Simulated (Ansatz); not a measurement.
# H8MnO4: the cost of one run

Method: the levels named in each step, in Ansatz 0.2.0.

**1. The structure to begin with**

Bond lengths: O1–Mn5 2.230 Å, O2–Mn5 2.080 Å, O3–Mn5 2.417 Å, O4–Mn5 1.749 Å, O1–H6 0.965 Å, O1–H7 0.965 Å, O2–H8 0.967 Å, O2–H9 0.968 Å, O3–H10 0.967 Å, O3–H11 0.966 Å, O4–H12 0.963 Å, Mn5–H13 1.498 Å. Angles (14 of 20 angles, heavy atoms first): O1–Mn5–O2 83.6°, O1–Mn5–O3 104.7°, O1–Mn5–O4 89.8°, O2–Mn5–O3 90.1°, O2–Mn5–O4 173.4°, O3–Mn5–O4 91.5°, O1–Mn5–H13 152.6°, O2–Mn5–H13 92.2°, O3–Mn5–H13 102.3°, O4–Mn5–H13 93.6°, Mn5–O1–H6 112.3°, Mn5–O1–H7 121.5°, Mn5–O2–H8 129.0°, Mn5–O2–H9 122.5°.

Structure file:

```xyz
13

O     0.0618   -0.3872    1.9687
O    -0.7628   -1.8483   -0.3661
O     1.7651   -0.1277   -1.2852
O     0.0433    1.8420    0.2256
Mn   -0.3468    0.1786   -0.1494
H     0.9604   -0.1652    2.2400
H    -0.5137   -0.0979    2.6871
H    -1.3622   -2.2835   -0.9878
H    -0.4606   -2.5122    0.2707
H     2.3505    0.6379   -1.2106
H     1.7369   -0.3567   -2.2233
H    -0.1253    2.7690    0.0258
H    -1.2649    0.5474   -1.2747
```

**2. A rough first relaxation, PBE-D4/def2-SVP**

input.yaml

```yaml
crystal:
  periodic: [false, false, false]
  atoms:
    - { symbol: O, position_ang: [0.06182, -0.38725, 1.96867] }
    - { symbol: O, position_ang: [-0.7628, -1.84829, -0.36606] }
    - { symbol: O, position_ang: [1.76515, -0.12774, -1.28522] }
    - { symbol: O, position_ang: [0.0433, 1.84196, 0.22555] }
    - { symbol: Mn, position_ang: [-0.34676, 0.17863, -0.14945] }
    - { symbol: H, position_ang: [0.96038, -0.1652, 2.24] }
    - { symbol: H, position_ang: [-0.51368, -0.09789, 2.68714] }
    - { symbol: H, position_ang: [-1.36217, -2.28348, -0.98776] }
    - { symbol: H, position_ang: [-0.46057, -2.5122, 0.2707] }
    - { symbol: H, position_ang: [2.35052, 0.63785, -1.21056] }
    - { symbol: H, position_ang: [1.73692, -0.35673, -2.22332] }
    - { symbol: H, position_ang: [-0.12531, 2.76897, 0.02582] }
    - { symbol: H, position_ang: [-1.26494, 0.54744, -1.2747] }
magnetization:
  spin_polarized: true
  initial_magnetization: 4
total_charge: 1
basis:
  gaussian: { orbitals: def2-SVP }
hamiltonian:
  xc: pbe
  dispersion: d4
relax:
  f_tol: 0.03
  max_steps: 200
```

Launch:

```console
> ansatz run input.yaml --threads 4 --pin off --max-ram 10240MiB --backend cpu --events-out ev --progress --plain --runs-dir out
```

Q: Estimate wall time and peak memory on 4 threads of Arm Neoverse N1, shared host.

About 50 s, with a peak of 0.24 GiB.
